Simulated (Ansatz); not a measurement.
**CH4BFN2: a ladder of functionals and wavefunction methods**

An exercise on one series of results from a longer session: the logs are not shown, and one member is left open.

The runs use Ansatz 0.2.0, Gaussian basis; functionals in def2-TZVPP, the program's frozen cores in correlated methods.

Levels to be run: PBE-D4, r2SCAN-D4, PBE0-D4, B3LYP-D4, ωB97X-V, ωB97M-V, B2PLYP; CCSD(T)/def2-TZVPP; CCSD(T)/def2-QZVPP; extrapolation to the limit.

## The relaxed structure

All runs share one geometry, relaxed beforehand with PBE0-D4 in a triple-zeta def2 set.

SMILES `N=C(N)BF`, 9 atoms, charge 0, spin multiplicity 1.

Atoms are counted from 1 here; the program's logs count them from 0.

Bond lengths: N1–C2 1.284 Å, N1–H6 1.017 Å, C2–N3 1.361 Å, C2–B4 1.570 Å, N3–H7 1.003 Å, N3–H8 1.006 Å, B4–F5 1.323 Å, B4–H9 1.197 Å. Angles: C2–N1–H6 109.7°, N1–C2–N3 120.6°, N1–C2–B4 121.4°, N3–C2–B4 117.9°, C2–N3–H7 119.9°, C2–N3–H8 118.4°, H7–N3–H8 118.2°, C2–B4–F5 119.8°, C2–B4–H9 121.7°, F5–B4–H9 118.5°.

Set-up of the first run:

The input, in.yaml:

```yaml
crystal:
  periodic: [false, false, false]
  atoms:
    - {symbol: N, position_ang: [-0.019884, 0.756708, 1.426275]}
    - {symbol: C, position_ang: [-0.013210, 0.288174, 0.230516]}
    - {symbol: N, position_ang: [-0.278747, 1.095549, -0.831842]}
    - {symbol: B, position_ang: [0.307829, -1.221699, -0.055378]}
    - {symbol: F, position_ang: [0.204533, -1.693869, -1.286508]}
    - {symbol: H, position_ang: [0.236556, 0.024170, 2.082922]}
    - {symbol: H, position_ang: [-0.459710, 0.693551, -1.732550]}
    - {symbol: H, position_ang: [-0.606996, 2.029963, -0.652809]}
    - {symbol: H, position_ang: [0.629628, -1.972547, 0.819374]}
basis:
  gaussian: {orbitals: def2-TZVPP}
hamiltonian: {xc: pbe, dispersion: d4}
output: {forces: true, orbitals: {seedname: orbitals}}
```

Started as:

```bash
> ansatz run in.yaml --threads 2 --pin off --events-out ev --progress --plain --max-ram 32768MiB --backend cpu
```

Among the steps run: PBE-D4 (GGA); r2SCAN-D4 (meta-GGA); PBE0-D4 (hybrid); B3LYP-D4 (hybrid); ωB97X-V (range-separated); ωB97M-V (range-separated); B2PLYP (double hybrid); CCSD(T) in def2-TZVPP; CCSD(T) in def2-QZVPP.

One table of the session follows, with a row left open; its other results are not shown here.

It belongs to the step «Atomisation energies». 

```
            method  atomisation energy (kJ/mol)
            PBE-D4                       3731.8
         r2SCAN-D4                       3596.1
           PBE0-D4                       3614.6
          B3LYP-D4                       3617.4
           ωB97X-V                       3603.3
           ωB97M-V                            ?
            B2PLYP                       3571.4
     HF/def2-TZVPP                       2466.9
    MP2/def2-TZVPP                       3561.3
   CCSD/def2-TZVPP                       3393.2
CCSD(T)/def2-TZVPP                       3462.9
           MP2/CBS                       3671.7
       CCSD(T)/CBS                       3571.0
```

Estimate the missing values for ωB97M-V.

**Answer.** atomisation energy (kJ/mol): 3612.4. In the column «atomisation energy (kJ/mol)» it lies between ωB97X-V (3603.3) and PBE0-D4 (3614.6).
